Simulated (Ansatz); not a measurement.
# C2H5ClSi: basis-set convergence

One table from this session's results is given with a row withheld; the runs are named, their logs left out.

Computed with Ansatz 0.2.0, Gaussian basis. Level: one geometry, several basis sets.

Plan: PBE0-D4/def2-SVP; ωB97M-V/def2-SVP; PBE0-D4/def2-QZVPP; ωB97M-V/def2-QZVPP; the functionals' def2-TZVPP values are taken from earlier runs.

### Structure used throughout

The geometry comes from an earlier relaxation with PBE0-D4 in a triple-zeta def2 set; it is a stationary point, not always the lowest conformer.

SMILES `Cl[SiH]1CC1`, 9 atoms, charge 0, spin multiplicity 1.

Atoms are counted from 1 here; the program's logs count them from 0.

Bond lengths: Cl1–Si2 2.043 Å, Si2–C3 1.829 Å, Si2–C4 1.829 Å, Si2–H5 1.473 Å, C3–C4 1.564 Å, C3–H6 1.085 Å, C3–H7 1.086 Å, C4–H8 1.085 Å, C4–H9 1.086 Å. Angles: Cl1–Si2–C3 119.5°, Cl1–Si2–C4 119.5°, Cl1–Si2–H5 110.8°, C3–Si2–C4 50.6°, C3–Si2–H5 122.3°, C4–Si2–H5 122.3°, Si2–C3–C4 64.7°, Si2–C3–H6 119.3°, Si2–C3–H7 120.1°, C4–C3–H6 115.5°, C4–C3–H7 116.3°, H6–C3–H7 112.6°, Si2–C4–C3 64.7°, Si2–C4–H8 119.4°, Si2–C4–H9 120.1°, C3–C4–H8 115.5°, C3–C4–H9 116.3°, H8–C4–H9 112.6°.

The first run:

File in.yaml:

```yaml
crystal:
  periodic: [false, false, false]
  atoms:
    - {symbol: Cl, position_ang: [-0.759558, -0.521786, -2.558833]}
    - {symbol: Si, position_ang: [-0.357375, 0.506674, -0.839583]}
    - {symbol: C, position_ang: [0.955293, -0.093779, 0.282859]}
    - {symbol: C, position_ang: [-0.508551, -0.340973, 0.773534]}
    - {symbol: H, position_ang: [-0.655527, 1.939952, -1.006113]}
    - {symbol: H, position_ang: [1.515773, -0.984353, 0.016910]}
    - {symbol: H, position_ang: [1.543564, 0.612941, 0.859895]}
    - {symbol: H, position_ang: [-0.823331, -1.379279, 0.801693]}
    - {symbol: H, position_ang: [-0.821587, 0.214204, 1.652338]}
basis:
  gaussian: {orbitals: def2-SVP}
hamiltonian: {xc: pbe0, dispersion: d4}
output: {orbitals: {seedname: orbitals}}
```

Started as:

```console
$ ansatz run in.yaml --threads 2 --pin off --events-out ev --progress --plain --max-ram 4352MiB
```

Among the steps run: PBE0-D4 in def2-SVP; ωB97M-V in def2-SVP; PBE0-D4 in def2-QZVPP; ωB97M-V in def2-QZVPP.

One of the session's tables, all rows but one given; the rest of the session is left out.

| functional | basis | HOMO (eV) | LUMO (eV) |
| --- | --- | --- | --- |
| PBE0-D4 | def2-SVP | -7.06 | 0.76 |
| PBE0-D4 | def2-TZVPP | -7.10 | 0.41 |
| PBE0-D4 | def2-QZVPP | -7.11 | 0.23 |
| ωB97M-V | def2-SVP | -9.21 | 2.81 |
| ωB97M-V | def2-TZVPP | ? | ? |
| ωB97M-V | def2-QZVPP | -9.28 | 1.66 |

Estimate the missing values for ωB97M-V, def2-TZVPP.

As computed: HOMO (eV): -9.26; LUMO (eV): 2.13. In the column «HOMO (eV)» it lies between ωB97M-V, def2-QZVPP (-9.28) and ωB97M-V, def2-SVP (-9.21).
